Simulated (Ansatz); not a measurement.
# H₄WSO₄: how energies converge with the basis set

How large a basis does H₄WSO₄ need? Two functionals are run in growing sets.

Method: one geometry, several basis sets; program: Ansatz 0.2.0, Gaussian basis.

The runs, in order: PBE0-D4/def2-SVP; ωB97M-V/def2-SVP; PBE0-D4/def2-QZVPP; ωB97M-V/def2-QZVPP; the functionals' def2-TZVPP values are taken from earlier runs.

## (1) The geometry

All runs share one geometry, relaxed beforehand with PBE0-D4/def2-TZVP. W takes the def2 core potential; no spin-orbit term is included.

SMILES `[OH][W]([OH])([OH])([OH])=[S]`, 10 atoms, charge 0, spin multiplicity 1.

Atoms are counted from 1 here; the program's logs count them from 0.

Bond lengths: O1–W2 1.882 Å, O1–H7 0.961 Å, W2–O3 1.920 Å, W2–O4 1.894 Å, W2–O5 1.923 Å, W2–S6 2.122 Å, O3–H8 0.962 Å, O4–H9 0.961 Å, O5–H10 0.962 Å. Angles: W2–O1–H7 125.9°, O1–W2–O3 148.4°, O1–W2–O4 90.5°, O1–W2–O5 90.8°, O1–W2–S6 103.2°, O3–W2–O4 80.3°, O3–W2–O5 79.8°, O3–W2–S6 108.3°, O4–W2–O5 143.6°, O4–W2–S6 108.8°, O5–W2–S6 106.2°, W2–O3–H8 113.8°, W2–O4–H9 118.2°, W2–O5–H10 115.0°.

Coordinates:

```xyz
10
charge 0, multiplicity 1
O    -1.2304   -0.0339   -1.4646
W    -0.1748    0.2915    0.0586
O     0.9952   -0.3978    1.4160
O    -1.4414   -0.6030    1.1461
O     1.4321    0.0465   -0.9682
S    -0.3781    2.3833    0.3532
H    -1.3826   -0.8905   -1.8716
H     1.9292   -0.3270    1.1969
H    -1.1264   -1.0500    1.9368
H     1.4604    0.5295   -1.8002
```

## (2) PBE0-D4 in def2-SVP

File in.yaml:

```yaml
crystal:
  periodic: [false, false, false]
  atoms:
    - {symbol: O, position_ang: [-1.230395, -0.033898, -1.464560]}
    - {symbol: W, position_ang: [-0.174831, 0.291550, 0.058615]}
    - {symbol: O, position_ang: [0.995209, -0.397762, 1.415969]}
    - {symbol: O, position_ang: [-1.441385, -0.602998, 1.146096]}
    - {symbol: O, position_ang: [1.432068, 0.046533, -0.968240]}
    - {symbol: S, position_ang: [-0.378115, 2.383316, 0.353186]}
    - {symbol: H, position_ang: [-1.382552, -0.890472, -1.871629]}
    - {symbol: H, position_ang: [1.929190, -0.327047, 1.196884]}
    - {symbol: H, position_ang: [-1.126422, -1.049966, 1.936807]}
    - {symbol: H, position_ang: [1.460434, 0.529544, -1.800228]}
basis:
  gaussian: {orbitals: def2-SVP}
hamiltonian: {xc: pbe0, dispersion: d4}
output: {orbitals: {seedname: orbitals}}
```

Started as:

```console
ansatz run in.yaml --threads 2 --pin off --events-out ev --progress --plain --max-ram 32768MiB --backend cpu
```

After this run come: ωB97M-V in def2-SVP; PBE0-D4 in def2-QZVPP; ωB97M-V in def2-QZVPP.

Before running them: what should the planned runs give, taken together? Wanted: PBE0-D4: double and triple zeta above quadruple; ωB97M-V: double and triple zeta above quadruple.

The runs gave:

```
                                       quantity           value
PBE0-D4: double and triple zeta above quadruple  15.52, 0.81 eV
ωB97M-V: double and triple zeta above quadruple  15.72, 0.77 eV
```

**Reading.** PBE0-D4 gains 14.71 eV from double to triple zeta, then 0.81 eV more. These are total energies; as a rule much of such shifts cancels in differences, which this series doesn't test.
